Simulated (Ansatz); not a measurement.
# CaSe4: what a guessed cell relaxes into

Where does this trial cell of CaSe4 go when cell and atoms are let free?

Computed with Ansatz 0.2.0 (DFT PBE, scalar-relativistic, plane waves, PAW, unless a step's input says otherwise).

### 1 The starting structure

The structure is hexagonal, space group P6/mmm (No. 191). Conventional cell: a = 5.860 Å, b = 5.860 Å, c = 17.000 Å, α = 90.00°, β = 90.00°, γ = 120.00°. Around Ca (site symmetry 6/mmm) lie 12 Se at 3.63 Å. Around Se (site symmetry 3m) lie 4 Se at 2.65 to 3.38 Å and 3 Ca at 3.63 Å.

As a file:

```xyz
5
Lattice="5.8602 0.0000 0.0000 -2.9301 5.0751 0.0000 0.0000 0.0000 17.0000" Properties=species:S:1:pos:R:3 pbc="T T F"
Ca    0.0000    0.0000    8.5000
Se    0.0000    3.3834    7.1741
Se    0.0000    3.3834    9.8259
Se    2.9301    1.6917    9.8259
Se    2.9301    1.6917    7.1741
```

Recipe of the guess: random sheet by layer group and Wyckoff sites. The dimensions are guesses.

It is a sheet, periodic along a and b, with vacuum along c; volumes and pressures of the box carry no meaning, and space groups named for it are those of the box.

### 2 A first look at the guess

File input.yaml:

```yaml
crystal:
  lattice:
    - [5.860177, 0.0, 0.0]
    - [-2.930088, 5.075062, 0.0]
    - [0.0, 0.0, 17.0]
  atoms:
    - { symbol: Ca, position: [0.0, 0.0, 0.5] }
    - { symbol: Se, position: [0.33333333, 0.66666667, 0.42200567] }
    - { symbol: Se, position: [0.33333333, 0.66666667, 0.57799433] }
    - { symbol: Se, position: [0.66666667, 0.33333333, 0.57799433] }
    - { symbol: Se, position: [0.66666667, 0.33333333, 0.42200567] }
  periodic: [true, true, false]
basis:
  ecutwfc: 420
kpoints:
  mp_grid: { grid: [3, 3, 1] }
hamiltonian:
  xc: pbe
scf:
  occupations: { method: gaussian, width: 0.1 }
  lower_state_search: "off"
output:
  forces: true
  stress: true
  eigenvalues: true
```

Run with:

```sh
ansatz run input.yaml --threads 1 --pin off --max-ram 2048MiB --backend cpu --events-out ev --progress --plain --runs-dir out
```

Further runs follow: coarse relaxation; full relaxation.

What does the calculation give? Wanted: relaxed cell; area; thickness between outermost nuclei; energy over the elements; gap on the mesh.

The runs gave:

```
                              quantity                                 value
symmetry at the end (tolerance 0.05 Å)           layer group p6/mmm (No. 80)
                          relaxed cell  a = 5.494 Å, b = 5.494 Å, γ = 120.0°
                                  area                          5.23 Å²/atom
    thickness between outermost nuclei                                2.29 Å
              energy over the elements                         -0.47 eV/atom
                       gap on the mesh                          none (metal)
```

The layer group p6/mmm (No. 80) is kept, and the area per atom shrinks by 12.1 % from the first guess. It lies below the elements, which doesn't yet make it stable: competing phases were not computed in this session. No finished test with a distortion of lower symmetry is shown, so the end may be a saddle point. Spin polarisation is off in the runs that give these values; a magnetic solution could lie lower.
